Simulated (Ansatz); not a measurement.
# UCCSD(T)/def2-SVP run of C2H5AlF (SMILES [CH2][Al]([CH3])[F])

Aim: the electronic atomisation energy of C2H5AlF at UCCSD(T)/def2-SVP, from 5 runs. 

The results are computed with Ansatz 0.2.0.

55 further runs of the same task are left out: 1 that didn't finish, 54 set aside as unsound or not needed.

## (1) The molecule

The species is C2H5AlF (9 atoms), meant as a doublet with charge 0. As SMILES, `[CH2][Al]([CH3])[F]`. The shape is that of a PBE0-D4/def2-TZVP optimisation. This is one conformer, not always the lowest.

Bond lengths: C1–Al2 1.918 Å, Al2–C3 1.939 Å, Al2–F4 1.657 Å, C1–H5 1.088 Å, C1–H6 1.089 Å, C3–H7 1.094 Å, C3–H8 1.094 Å, C3–H9 1.093 Å. Some angles: C1–Al2–C3 125.9°, C1–Al2–F4 116.2°, C3–Al2–F4 117.9°, Al2–C1–H5 124.0°, Al2–C1–H6 123.9°, Al2–C3–H7 111.0°, Al2–C3–H8 110.9°, Al2–C3–H9 112.4°, H5–C1–H6 112.2°, H7–C3–H8 106.5°.

## (2) A single-point energy at UCCSD(T)/def2-SVP

Input file run.yaml:

```yaml
crystal:
  periodic: [false, false, false]
  atoms:
    - {symbol: C, position_ang: [-0.686400, 1.587500, -0.820000]}
    - {symbol: Al, position_ang: [-0.112800, -0.228700, -0.596500]}
    - {symbol: C, position_ang: [0.607100, -1.002300, 1.029300]}
    - {symbol: F, position_ang: [-0.253200, -1.209400, -1.924700]}
    - {symbol: H, position_ang: [-1.086800, 1.989200, -1.748800]}
    - {symbol: H, position_ang: [-0.649000, 2.336800, -0.031000]}
    - {symbol: H, position_ang: [-0.009300, -1.839800, 1.370600]}
    - {symbol: H, position_ang: [1.611200, -1.403400, 0.860100]}
    - {symbol: H, position_ang: [0.667900, -0.276300, 1.843700]}
basis:
  gaussian: {orbitals: def2-SVP}
magnetization: {spin_polarized: true, initial_magnetization: 1}
correlation: {method: ccsd_t, frozen_orbitals: {Al: 5, C: 1, F: 1, H: 0}}
accuracy: high
scf: {omitted_lower_state_checks: [cluster_reference, increment]}
```

On the command line:

```
$ ansatz run run.yaml --threads 1 --pin off --max-ram 3480MiB --events-out events.jsonl --progress --plain --runs-dir runs
```

The log of the run:

```text
Warning: RAYON_NUM_THREADS=1 ignored (pool sized by the plan → 1); use --threads N
Functional definition: HF
  name "HF"
  exchange = exact_x
  correlation = 0
these checks for a lower state are left out or cut short: cluster_reference, increment
1920 factors; integrals over basis functions are off by at most 7.2e-9 eV
mean field evaluation 1: about -11421.4728 eV, gradient 2.5e1 eV
mean field evaluation 2: about -11421.5246 eV, gradient 2.5e1 eV
mean field evaluation 4: about -11424.3765 eV, gradient 2.2e0 eV
mean field evaluation 8: about -11424.4190 eV, gradient 2.6e-1 eV
mean field evaluation 16: about -11424.4203 eV, gradient 2.8e-8 eV
mean field -11424.42028063 eV, -419.8397015631 hartree, gradient 1.1e-8 eV, S^2 0.757889; 0 other end points of the search recorded, 0 dependent functions left out
8 core orbitals not correlated: weight in the atoms' cores, before any rotation towards them, 1.000 or more for the frozen orbitals, at most 0.000 for the correlated occupied ones
reference -11424.42028063 eV, -419.8397015631 hartree; 12, 11 occupied and 65, 66 virtual orbitals, 1920 factors
second order -13.75708570 eV of doubles, -0.00000000 eV of singles
cycle   1  -14.45084976 eV  change   -6.9e-1 eV  update   8.2e-2
cycle   2  -14.77222511 eV  change   -3.2e-1 eV  update   2.5e-2
cycle   3  -14.86932738 eV  change   -9.7e-2 eV  update   1.4e-2
cycle   4  -14.87183502 eV  change   -2.5e-3 eV  update   3.8e-3
cycle   5  -14.86998247 eV  change    1.9e-3 eV  update   1.6e-3
cycle   6  -14.86995088 eV  change    3.2e-5 eV  update   5.9e-4
cycle   7  -14.87006665 eV  change   -1.2e-4 eV  update   2.3e-4
cycle   8  -14.87011439 eV  change   -4.8e-5 eV  update   7.6e-5
cycle   9  -14.87013663 eV  change   -2.2e-5 eV  update   3.0e-5
cycle  10  -14.87013570 eV  change    9.2e-7 eV  update   1.0e-5
cycle  11  -14.87013619 eV  change   -4.9e-7 eV  update   4.7e-6
cycle  12  -14.87013780 eV  change   -1.6e-6 eV  update   2.0e-6
cycle  13  -14.87013902 eV  change   -1.2e-6 eV  update   7.8e-7
cycle  14  -14.87013938 eV  change   -3.6e-7 eV  update   3.2e-7
cycle  15  -14.87013963 eV  change   -2.5e-7 eV  update   1.2e-7
cycle  16  -14.87013967 eV  change   -4.2e-8 eV  update   5.6e-8
cycle  17  -14.87013967 eV  change    6.1e-9 eV  update   2.8e-8
cycle  18  -14.87013946 eV  change    2.1e-7 eV  update   8.4e-8
cycle  19  -14.87013947 eV  change   -1.7e-8 eV  update   2.1e-8
cycle  20  -14.87013947 eV  change    5.8e-9 eV  update   6.4e-9
cycle  21  -14.87013947 eV  change  -5.4e-10 eV  update   2.7e-9
perturbative correction -0.31068629 eV, -0.0114175107 hartree
Total energy: -11439.60110639 eV, -420.3975866199 hartree
Checks for a lower state left out: cluster_reference, increment
```

Run time: 56 s. Hardware: 1 thread of Arm Neoverse V1, shared host; peak memory 0.89 GiB.

## (3) The Al atom, same level

Input file input.yaml:

```yaml
crystal:
  periodic: [false, false, false]
  atoms:
    - {symbol: Al, position_ang: [0.000000, 0.000000, 0.000000]}
basis:
  gaussian:
    orbitals: def2-SVP
magnetization:
  spin_polarized: true
  initial_magnetization: 1
correlation:
  method: ccsd_t
  frozen_orbitals: {Al: 5}
accuracy: high
scf:
  omitted_lower_state_checks: [cluster_reference, increment]
```

Run the same way, it converges to -241.83347 Eh (log not shown).

## (4) The C atom

Input file in.yaml:

```yaml
crystal:
  periodic: [false, false, false]
  atoms:
    - {symbol: C, position_ang: [0.000000, 0.000000, 0.000000]}
basis:
  gaussian:
    orbitals: def2-SVP
scf:
  omitted_lower_state_checks: [cluster_reference, increment]
magnetization:
  spin_polarized: true
  initial_magnetization: 2
accuracy: high
correlation:
  method: ccsd_t
  frozen_orbitals: {C: 1}
```

Run the same way, it converges to -37.71541 Eh (log not shown).

## (5) The F atom

Input file input.yaml:

```yaml
crystal:
  periodic: [false, false, false]
  atoms:
    - symbol: F
      position_ang: [0.000000, 0.000000, 0.000000]
basis:
  gaussian: {orbitals: def2-SVP}
magnetization: {spin_polarized: true, initial_magnetization: 1}
correlation: {method: ccsd_t, frozen_orbitals: {F: 1}}
accuracy: high
scf: {omitted_lower_state_checks: [cluster_reference, increment]}
```

Run the same way, it converges to -99.43472 Eh (log not shown).

## (6) The H atom: the energy at UHF/def2-SVP

Input file run.yaml:

```yaml
crystal:
  periodic: [false, false, false]
  atoms:
    - {symbol: H, position_ang: [0.000000, 0.000000, 0.000000]}
basis:
  gaussian:
    orbitals: def2-SVP
magnetization:
  spin_polarized: true
  initial_magnetization: 1
hamiltonian:
  xc: hf
accuracy: high
```

On the command line:

```
$ ansatz run run.yaml --threads 1 --pin off --max-ram 3480MiB --events-out events.jsonl --progress --plain --runs-dir runs
```

The log of the run:

```text
Warning: RAYON_NUM_THREADS=1 ignored (pool sized by the plan → 1); use --threads N
[... 4 set-up lines as earlier in the session ...]
15 factors; integrals over basis functions are off by at most 8.9e-10 eV
mean field evaluation 1: about -13.5522 eV, gradient 1.6e0 eV
mean field evaluation 2: about -13.5522 eV, gradient 1.6e0 eV
mean field evaluation 4: about -13.5861 eV, gradient 1.4e-4 eV
mean field evaluation 8: about -13.5861 eV, gradient 3.1e-14 eV
mean field -13.58605754 eV, -0.4992784057 hartree, gradient 4.2e-10 eV, S^2 0.750000; 0 other end points of the search recorded, 0 dependent functions left out
reference -13.58605754 eV, -0.4992784057 hartree; 1, 0 occupied and 4, 5 virtual orbitals, 15 factors
Total energy: -13.58605754 eV, -0.4992784057 hartree
```

Wall time 0.04 s (1 thread of Arm Neoverse V1, shared host).

## (7) Outcome

At UCCSD(T)/def2-SVP, 8 core orbitals frozen:

| quantity | value |
| --- | --- |
| molecule: total energy | -420.39759 Eh |
| molecule: correlation energy (8 core orbitals frozen) | -557.9 mEh |
| molecule: (T) correction | -11.42 mEh |
| molecule: ⟨S²⟩ of the reference determinant | 0.758 |
| molecule: T1 diagnostic | 0.011 |
| Al atom: total energy | -241.83347 Eh |
| Al atom: correlation energy (5 core orbitals frozen) | -44.1 mEh |
| Al atom: (T) correction | -0.58 mEh |
| Al atom: ⟨S²⟩ of the reference determinant | 0.758 |
| Al atom: T1 diagnostic | 0.013 |
| C atom: total energy | -37.71541 Eh |
| C atom: correlation energy (1 core orbital frozen) | -70.2 mEh |
| C atom: (T) correction | -1.01 mEh |
| C atom: ⟨S²⟩ of the reference determinant | 2.007 |
| C atom: T1 diagnostic | 0.007 |
| F atom: total energy | -99.43472 Eh |
| F atom: correlation energy (1 core orbital frozen) | -150.7 mEh |
| F atom: (T) correction | -0.92 mEh |
| F atom: ⟨S²⟩ of the reference determinant | 0.752 |
| F atom: T1 diagnostic | 0.003 |
| H atom: total energy | -0.49928 Eh |
| H atom: ⟨S²⟩ | 0.750 |
| electronic atomisation energy | 32.714 eV |

In words: Taking the molecule apart into free atoms costs 32.71 eV (3156 kJ/mol), before zero-point energy and without spin-orbit coupling. The triples (molecule) make up 2.0 % of the correlation energy. The triples (Al atom) make up 1.3 % of the correlation energy. The triples (C atom) make up 1.4 % of the correlation energy. The triples (F atom) make up 0.6 % of the correlation energy.
